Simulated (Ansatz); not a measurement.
CH₆N₂Te, SMILES NC(N)[TeH], a ladder of methods at one geometry

Program: Ansatz's Python interface.

Run as a notebook:

**Cell 1**
```python
from pathlib import Path

import ansatz as az
import numpy as np
```

**Cell 2**
```python
config = {
    "basis_set": "def2-SVP",
}
```

**Cell 3**
```python
molecule = (
    az.Crystal.molecule()
    .atom("N", (-0.8726, 0.6238, 0.3402))
    .atom("C", (0.3405, -0.0588, 0.2271))
    .atom("N", (0.1418, -1.4384, 0.647))
    .atom("Te", (1.1594, -0.0047, -1.798))
    .atom("H", (-1.5777, 0.2811, -0.4068))
    .atom("H", (-0.7416, 1.6832, 0.0754))
    .atom("H", (1.1275, 0.4365, 0.8825))
    .atom("H", (-0.1444, -1.4179, 1.6371))
    .atom("H", (-0.5551, -1.8725, 0.1085))
    .atom("H", (1.2055, 1.7166, -1.7101))
)
```

**Cell 4**
```python
setup = molecule.calculation().basis(gaussian=config["basis_set"])

print("functional    E (Ha)        dipole (D)   HOMO (eV)  LUMO (eV)")
for name in ["b3lyp", "hf", "r2scan", "blyp"]:
    summary = setup.functional(name).forces().orbitals().run(runs_dir="runs").report
    lines = Path(summary["orbitals_path"]).read_text().splitlines()
    field_of = lambda key: [line.split("=")[1].strip() for line in lines if line.startswith(key)]
    orbitals = [(27.211386 * float(e), s, float(n)) for e, s, n in zip(field_of("Ene="), field_of("Spin="), field_of("Occup="))]
    homo = max(e for e, _, n in orbitals if n > 0.5)
    lumo = min(e for e, _, n in orbitals if n < 0.5)
    dipole = 4.803205 * np.linalg.norm(summary["charge_distribution"]["dipole_moment_e_ang"])
    print(f"{name:10s} {summary['free_energy_ev'] / 27.211386246:14.6f} {dipole:9.3f} {homo:11.3f} {lumo:10.3f}")
```
Output:
```text
functional    E (Ha)        dipole (D)   HOMO (eV)  LUMO (eV)
b3lyp         -419.174075     1.887      -5.617     -0.890
hf            -417.088505     1.863      -8.303      2.478
r2scan        -419.102231     2.072      -5.027     -1.329
blyp          -418.963579     1.909      -4.535     -1.348
```

Total energies depend on the basis set; only differences at equal settings carry meaning. The geometry is a force-field or estimated start, not a minimum of this method, and the basis set is short of its limit. A lower total doesn't mark the better method: functionals have no common bound, and MP2 and coupled cluster aren't variational. def2 sets replace the cores of elements past krypton by effective core potentials. b3lyp holds the VWN-RPA fit, as in Gaussian; the form of ORCA and Turbomole is b3lyp5. Levels such as HOMO and LUMO are orbital energies: with these approximate functionals they aren't the ionisation energy and electron affinity, and their gap isn't the fundamental gap. Wall time of the script: 12 s on 1 thread of AMD EPYC 9B14 (Zen 4) (shared host), peak memory 0.28 GiB.
